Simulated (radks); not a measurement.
**Ionisation of Yb: one atom, several choices of exchange strength α**

The task here is to estimate one member of a computed series from the others.

Program: radks (a radial shooting solver on a logarithmic mesh, Libxc functionals) version 1. Level of theory: Dirac Kohn-Sham, spin-unpolarised, spherical densities, finite nucleus. These are calculated values, not measurements, unless marked.

4 further runs of the same task are left out: 2 that didn't finish, 2 set aside as unsound or not needed.

**The system**

```
element       : ytterbium (Z = 70)
charge        : 0
electrons     : 70
configuration : [Xe] 4f14 6s2
ion           : Yb⁺, [Xe] 4f14 6s1
choices       : α = 0.66; α = 0.665; α = 0.667; α = 0.898; α = 1.03
```

The outer shells:

Yb
```
[Xe] core
4f [↑↓][↑↓][↑↓][↑↓][↑↓][↑↓][↑↓]
6s [↑↓]
```

Yb⁺
```
[Xe] core
4f [↑↓][↑↓][↑↓][↑↓][↑↓][↑↓][↑↓]
6s [↑ ]
```

Set-up of the first run:

The run's settings:

```text
Z 70
configuration [Xe] 4f14 6s2
relativity Dirac
functional xalpha 0.66
spin unpolarised
j_filling average
nucleus finite rms 5.3108 fm
c 137.035999084
```

Steps of the session up to this table: α = 0.66: Yb.

One table of the session follows, with a row left open; its other results are not shown here.

It belongs to the step «α = 0.66: Yb». Sizes of the orbitals, from the radial functions (bohr):

| level | <r> | outermost maximum (interpolated) | 90 % within | nodes |
| --- | --- | --- | --- | --- |
| 4d3/2 | 0.5538 | 0.486 | 0.834 | 1 |
| 4d5/2 | 0.5654 | 0.495 | 0.851 | 1 |
| 5s1/2 | 1.210 | 1.07 | 1.75 | 4 |
| 5p1/2 | 1.371 | 1.17 | 2.03 | 3 |
| 5p3/2 | 1.495 | 1.26 | 2.22 | 3 |
| 6s1/2 | 3.987 | 3.27 | 6.01 | 5 |
| 4f5/2 | 0.7826 | 0.480 | 1.37 | 0 |
| 4f7/2 | ? | ? | ? | ? |

**Question.** Estimate the row for 4f7/2.

**Answer.** <r>: 0.8112; outermost maximum (interpolated): 0.485; 90 % within: 1.43; nodes: 0. In the column «<r>» it lies between 4f5/2 (0.7826) and 5s1/2 (1.210).

To keep in mind: Spin polarisation and multiplet splitting are left out, so open shells lie too high by an amount that depends on their filling.
